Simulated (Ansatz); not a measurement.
# C4H10ClGa: taking an electron away

Aim: the vertical ionisation energy of C4H10ClGa, as cation minus neutral at the neutral's geometry, on several levels, and how well −ε(HOMO) stands in for it.

Method: unrestricted cation, the program's frozen cores in correlated methods; program: Ansatz 0.2.0, Gaussian basis.

Plan: UKS PBE-D4/def2-TZVPP; UKS r2SCAN-D4/def2-TZVPP; UKS PBE0-D4/def2-TZVPP; UKS B3LYP-D4/def2-TZVPP; UKS wB97X-V/def2-TZVPP; UKS wB97M-V/def2-TZVPP; UKS B2PLYP/def2-TZVPP; UHF-CCSD(T)/def2-TZVPP; UHF-MP2/def2-QZVPP; extrapolation to the limit; then −ε(HOMO) from the neutral's earlier runs with LDA (SPW92), PBE-D4, revPBE-D4, BLYP-D4, r2SCAN-D4, B97M-V, PBE0-D4, B3LYP-D4, r2SCANh-D4, r2SCAN0-D4, HSE06-D4, BHLYP-D4, CAM-B3LYP-D4, LC-ωPBE, ωB97X-V, ωB97M-V.

## (1) Structure used throughout

All runs share one geometry, relaxed beforehand with PBE0-D4 in a triple-zeta def2 set.

SMILES `C[CH](C)[Ga]([CH3])[Cl]`, 16 atoms, charge 0, spin multiplicity 1.

Atoms are counted from 1 here; the program's logs count them from 0.

Bond lengths: C1–C2 1.524 Å, C1–H7 1.093 Å, C1–H8 1.096 Å, C1–H9 1.095 Å, C2–C3 1.525 Å, C2–Ga4 1.979 Å, C2–H10 1.098 Å, C3–H11 1.092 Å, C3–H12 1.095 Å, C3–H13 1.096 Å, Ga4–C5 1.958 Å, Ga4–Cl6 2.177 Å, C5–H14 1.093 Å, C5–H15 1.091 Å, C5–H16 1.092 Å. Angles: C2–C1–H7 112.5°, C2–C1–H8 110.9°, C2–C1–H9 111.6°, H7–C1–H8 107.4°, H7–C1–H9 107.4°, H8–C1–H9 106.9°, C1–C2–C3 112.1°, C1–C2–Ga4 112.1°, C1–C2–H10 108.6°, C3–C2–Ga4 111.8°, C3–C2–H10 107.9°, Ga4–C2–H10 103.9°, C2–C3–H11 112.0°, C2–C3–H12 111.6°, C2–C3–H13 110.7°, H11–C3–H12 107.5°, H11–C3–H13 107.9°, H12–C3–H13 106.9° and more.

## (2) Cation, UKS PBE-D4/def2-TZVPP

in.yaml

```yaml
crystal:
  periodic: [false, false, false]
  atoms:
    - {symbol: C, position_ang: [0.346142, -0.284550, 1.665694]}
    - {symbol: C, position_ang: [0.874922, 0.193155, 0.318280]}
    - {symbol: C, position_ang: [1.926255, -0.752406, -0.252788]}
    - {symbol: Ga, position_ang: [-0.583372, 0.536142, -0.974090]}
    - {symbol: C, position_ang: [-2.531641, 0.597676, -0.788743]}
    - {symbol: Cl, position_ang: [0.112388, 0.945310, -2.995942]}
    - {symbol: H, position_ang: [-0.374630, 0.411944, 2.102537]}
    - {symbol: H, position_ang: [1.163320, -0.404383, 2.386290]}
    - {symbol: H, position_ang: [-0.149080, -1.257042, 1.582062]}
    - {symbol: H, position_ang: [1.343419, 1.177208, 0.455235]}
    - {symbol: H, position_ang: [2.313086, -0.402708, -1.212076]}
    - {symbol: H, position_ang: [1.521569, -1.757629, -0.407131]}
    - {symbol: H, position_ang: [2.772781, -0.851590, 0.436269]}
    - {symbol: H, position_ang: [-2.887479, 1.601734, -1.031519]}
    - {symbol: H, position_ang: [-2.860112, 0.338899, 0.218508]}
    - {symbol: H, position_ang: [-2.987567, -0.091750, -1.502595]}
basis:
  gaussian: {orbitals: def2-TZVPP}
total_charge: 1
magnetization: {spin_polarized: true, initial_magnetization: 1}
hamiltonian: {xc: pbe, dispersion: d4}
```

After this run come: Cation, UKS r2SCAN-D4/def2-TZVPP; Cation, UKS PBE0-D4/def2-TZVPP; Cation, UKS B3LYP-D4/def2-TZVPP; Cation, UKS wB97X-V/def2-TZVPP; Cation, UKS wB97M-V/def2-TZVPP; Cation, UKS B2PLYP (frozen core)/def2-TZVPP; Cation, UHF-CCSD(T)/def2-TZVPP; Cation, UHF-MP2/def2-QZVPP.

**Question.** What will the summary of the whole plan be? Wanted: ionisation energy, CCSD(T)/CBS; nearest functional by difference; nearest −ε(HOMO); −ε(HOMO) of PBE; T1 of the cation.

The runs gave:

| quantity | value |
| --- | --- |
| ionisation energy, CCSD(T)/CBS | 9.53 eV |
| nearest functional by difference | ωB97X-V (-0.17 eV) |
| nearest −ε(HOMO) | ωB97X-V (+0.06 eV) |
| −ε(HOMO) of PBE | 6.12 eV |
| T1 of the cation | 0.020 |

In words: Energy differences with functionals land within 0.75 eV of the reference. The PBE orbital energy is 3.4 eV too small: a semilocal HOMO is no ionisation energy. Among orbital estimates ωB97X-V comes nearest. Hartree-Fock falls 0.93 eV short, as the neutral has more correlation energy than the cation. The cation may have settled in a state other than its lowest; no search over hole states beyond the program's own was made. Correlated methods include outer-core shells of Ga, which these sets cover unevenly. With outer-core shells in play the reference is unsure by up to some tenths of an eV, so close misses can't be ranked.
